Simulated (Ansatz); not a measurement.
# HF on Ca(110): molecular dynamics

The plan is to shoot the molecule at the surface and see whether it bounces, sticks or breaks. Runs: 360 steps of 0.5 fs at constant energy. The slab cell is 3×2, 3 layers thick, and the molecule starts well above it. It comes in with 0.8 eV at 0° from the normal, on a surface at rest.

Program: Ansatz 0.2.0. Level of theory: DFT PBE+D3(BJ), plane waves, PAW, scalar-relativistic, no spin polarisation. These are calculated values, not measurements.

### Step 1. The system as given

The cell holds 20 atoms (Ca18FH): a = 16.740 Å, b = 7.891 Å, c = 18.946 Å, α = 90.00°, β = 90.00°, γ = 90.00°.

The coordinates stand in the first input below.

### Step 2. Dynamics

360 steps of 0.5 fs at constant energy.

input.yaml reads:

```yaml
crystal:
  lattice:
    - [16.74, 0.0, 0.0]
    - [0.0, 7.891312, 0.0]
    - [0.0, 0.0, 18.945656]
  atoms:
    - { symbol: Ca, position: [0.0, 0.0, 0.0527825] }
    - { symbol: Ca, position: [0.3333333, 0.0, 0.0527825] }
    - { symbol: Ca, position: [0.6666667, 0.0, 0.0527825] }
    - { symbol: Ca, position: [0.0, 0.5, 0.0527825] }
    - { symbol: Ca, position: [0.3333333, 0.5, 0.0527825] }
    - { symbol: Ca, position: [0.6666667, 0.5, 0.0527825] }
    - { symbol: Ca, position: [0.1666667, 0.25, 0.1569134] }
    - { symbol: Ca, position: [0.5, 0.25, 0.1569134] }
    - { symbol: Ca, position: [0.8333333, 0.25, 0.1569134] }
    - { symbol: Ca, position: [0.1666667, 0.75, 0.1569134] }
    - { symbol: Ca, position: [0.5, 0.75, 0.1569134] }
    - { symbol: Ca, position: [0.8333333, 0.75, 0.1569134] }
    - { symbol: Ca, position: [0.0, 0.0, 0.2610443] }
    - { symbol: Ca, position: [0.3333333, 0.0, 0.2610443] }
    - { symbol: Ca, position: [0.6666667, 0.0, 0.2610443] }
    - { symbol: Ca, position: [0.0, 0.5, 0.2610443] }
    - { symbol: Ca, position: [0.3333333, 0.5, 0.2610443] }
    - { symbol: Ca, position: [0.6666667, 0.5, 0.2610443] }
    - { symbol: F, position: [0.8280684, 0.4974672, 0.4767872] }
    - { symbol: H, position: [0.7807036, 0.4586504, 0.4979002] }
basis:
  ecutwfc: 420.0
kpoints:
  mp_grid: { grid: [1, 2, 1] }
hamiltonian:
  xc: pbe
  dispersion: d3bj
scf:
  occupations: { method: fermi_dirac, width: 0.05 }
  lower_state_search: "off"
md:
  timestep: 0.5
  n_steps: 360
  ensemble: nve
  initial_velocities: zero
  seed: 924881
  initial_site_velocities:
    - { site: 18, velocity: [0.0, 0.0, -0.027778] }
    - { site: 19, velocity: [0.0, 0.0, -0.027778] }
  constraints: [{ sites: [0, 1, 2, 3, 4, 5] }]
```

Command:

```sh
$ ansatz run input.yaml --threads 4 --pin off --max-ram 10240MiB --backend cpu --events-out ev --progress --plain --runs-dir out
```

What does the calculation give? Wanted: lowest height of the centre of mass; shortest distance to a slab atom; temperature, first and last step; temperature, second half; potential energy, second half; largest change of the total energy; mean square displacement, second half.

The runs gave:

```
                             quantity                                                  value
  lowest height of the centre of mass  -0.69 Å over the top layer's first level, at 172.0 fs
     shortest distance to a slab atom                                                 1.55 Å
                               length                                    360 steps of 0.5 fs
     temperature, first and last step                                         442 and 2116 K
             temperature, second half                        mean 1223 K, from 635 to 2211 K
        potential energy, second half                            -71 meV/atom from the start
   largest change of the total energy                                          0.29 meV/atom
mean square displacement, second half                            H 42.9, F 15.2, Ca 0.070 Å²
```

In words: The molecule's centre of mass comes down from 4.11 Å to -0.69 Å and is at -0.64 Å at the end, so it has not left within this time. Its shortest distance to a slab atom is 1.55 Å. The total energy strays from its start by at most 0.29 meV/atom, 0.4 % of the mean kinetic energy, so a step of 0.5 fs is short enough over this time. The bonding pattern changes, first at 130.5 fs: F19–H20 breaks. The printed temperature only measures the kinetic energy here. Kinetic energy grows to 1.6 eV on average, more than the molecule brought: the slab or molecule was not relaxed and heats itself. 180 fs on 20 atoms is far too short and small for converged averages. The nuclei move classically, without zero-point motion, which matters most for hydrogen.
